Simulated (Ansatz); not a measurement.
**KCl3: energies, forces and stress near the listed structure**

How do energy, forces, pressure and gap of KCl3 change under swapped elements, distortions that keep the symmetry? Each case is one self-consistent run.

Method: DFT PBEsol, scalar-relativistic, plane waves, PAW, in Ansatz 0.2.0.

## (1) The structure to begin with

It takes space group I4/mmm (No. 139, tetragonal). Conventional cell: a = 4.095 Å, b = 4.095 Å, c = 14.174 Å, α = 90.00°, β = 90.00°, γ = 90.00°. K (site symmetry 4/mmm) has 4 Cl at 2.90 Å as nearest neighbours. Around Cl (site symmetry -4m2) lie 4 Cl at 2.90 Å. Around Cl (site symmetry 4/mmm) lie 4 K at 2.90 Å.

Coordinates:

```xyz
4
Lattice="-2.0473 2.0473 7.0870 2.0473 -2.0473 7.0870 2.0473 2.0473 -7.0870" Properties=species:S:1:pos:R:3 pbc="T T T"
K     0.0000    0.0000    0.0000
Cl    0.0000    2.0473    3.5435
Cl    2.0473    0.0000    3.5435
Cl    0.0000    0.0000    7.0870
```

The structure comes from the Materials Project (structure only).

## (2) A change within the space group

Against the listed cell: strain xx, yy, zz, yz, xz, xy = +4.1, +4.1, +2.6, +0.0, +0.0, +0.0 %.

Contents of input.yaml:

```yaml
crystal:
  lattice:
    - [-2.1306747229, 2.1306747229, 7.2691688187]
    - [2.1306747229, -2.1306747229, 7.2691688187]
    - [2.1306747229, 2.1306747229, -7.2691688187]
  atoms:
    - { symbol: K, position: [0.0, 0.0, 0.0] }
    - { symbol: Cl, position: [0.75, 0.25, 0.5] }
    - { symbol: Cl, position: [0.25, 0.75, 0.5] }
    - { symbol: Cl, position: [0.5, 0.5, 0.0] }
basis:
  ecutwfc: 420
kpoints:
  mp_grid: { grid: [14, 14, 14] }
hamiltonian:
  xc: pbesol
scf:
  occupations: { method: gaussian, width: 0.1 }
output:
  forces: true
  stress: true
  eigenvalues: true
  populations: true
```

## (3) Substitution of an element, cell strained: K → Cs, first probe

Contents of input.yaml:

```yaml
crystal:
  lattice:
    - [-2.0029901317, 2.0029901317, 7.6021373696]
    - [2.0029901317, -2.0029901317, 7.6021373696]
    - [2.0029901317, 2.0029901317, -7.6021373696]
  atoms:
    - { symbol: Cs, position: [0.0, 0.0, 0.0] }
    - { symbol: Cl, position: [0.75, 0.25, 0.5] }
    - { symbol: Cl, position: [0.25, 0.75, 0.5] }
    - { symbol: Cl, position: [0.5, 0.5, 0.0] }
basis:
  ecutwfc: 420
kpoints:
  mp_grid: { grid: [6, 6, 6] }
hamiltonian:
  xc: pbesol
scf:
  occupations: { method: gaussian, width: 0.1 }
output:
  forces: true
  stress: true
  eigenvalues: true
```

## (4) One element swapped, cell strained: K → Cs

Changes to input.yaml since step 3:

```diff
@@ -13,3 +13,3 @@
 kpoints:
-  mp_grid: { grid: [6, 6, 6] }
+  mp_grid: { grid: [14, 14, 14] }
 hamiltonian:
```

## (5) A change within the space group

Contents of input.yaml:

```yaml
crystal:
  lattice:
    - [-1.9387991427, 1.9387991427, 7.1365008714]
    - [1.9387991427, -1.9387991427, 7.1365008714]
    - [1.9387991427, 1.9387991427, -7.1365008714]
  atoms:
    - { symbol: K, position: [0.0, 0.0, 0.0] }
    - { symbol: Cl, position: [0.75, 0.25, 0.5] }
    - { symbol: Cl, position: [0.25, 0.75, 0.5] }
    - { symbol: Cl, position: [0.5, 0.5, 0.0] }
basis:
  ecutwfc: 420
kpoints:
  mp_grid: { grid: [14, 14, 14] }
hamiltonian:
  xc: pbesol
scf:
  occupations: { method: gaussian, width: 0.1 }
output:
  forces: true
  stress: true
  eigenvalues: true
```

## (6) One element swapped, cell strained: K → Cs, first probe

Contents of input.yaml:

```yaml
crystal:
  lattice:
    - [-2.1636817771, 2.1636817771, 8.1583822632]
    - [2.1636817771, -2.1636817771, 8.1583822632]
    - [2.1636817771, 2.1636817771, -8.1583822632]
  atoms:
    - { symbol: Cs, position: [0.0, 0.0, 0.0] }
    - { symbol: Cl, position: [0.75, 0.25, 0.5] }
    - { symbol: Cl, position: [0.25, 0.75, 0.5] }
    - { symbol: Cl, position: [0.5, 0.5, 0.0] }
basis:
  ecutwfc: 420
kpoints:
  mp_grid: { grid: [6, 6, 6] }
hamiltonian:
  xc: pbesol
scf:
  occupations: { method: gaussian, width: 0.1 }
output:
  forces: true
  stress: true
  eigenvalues: true
```

## (7) Substitution of an element, cell strained: K → Cs

Changes to input.yaml since step 6:

```diff
@@ -13,3 +13,3 @@
 kpoints:
-  mp_grid: { grid: [6, 6, 6] }
+  mp_grid: { grid: [14, 14, 14] }
 hamiltonian:
```

What does the calculation give? Wanted: for each run, case; energy; pressure; largest force.

**Answer**, as computed:

```
step                                               case  energy (meV/atom)  pressure (GPa)  largest force (eV/Å)  gap on the mesh (eV)
   2                    a change within the space group               +0.0            -2.8                  0.00                  0.00
   4         one element swapped, cell strained: K → Cs                n/a             5.2                  0.00                  0.00
   5                    a change within the space group              -57.3             1.8                  0.00                  0.00
   7  substitution of an element, cell strained: K → Cs                n/a            -0.5                  0.00                  0.00
```

Energies are counted from step 2, with the smearing taken to zero. Other atoms or functionals have another zero of energy (n/a). A gap of 0.00 means none on the mesh at this level.

**Reading.** The distorted cells of the listed formula and level show no gap on the mesh. Spin polarisation is off in the runs that give these values; a magnetic solution could lie lower.
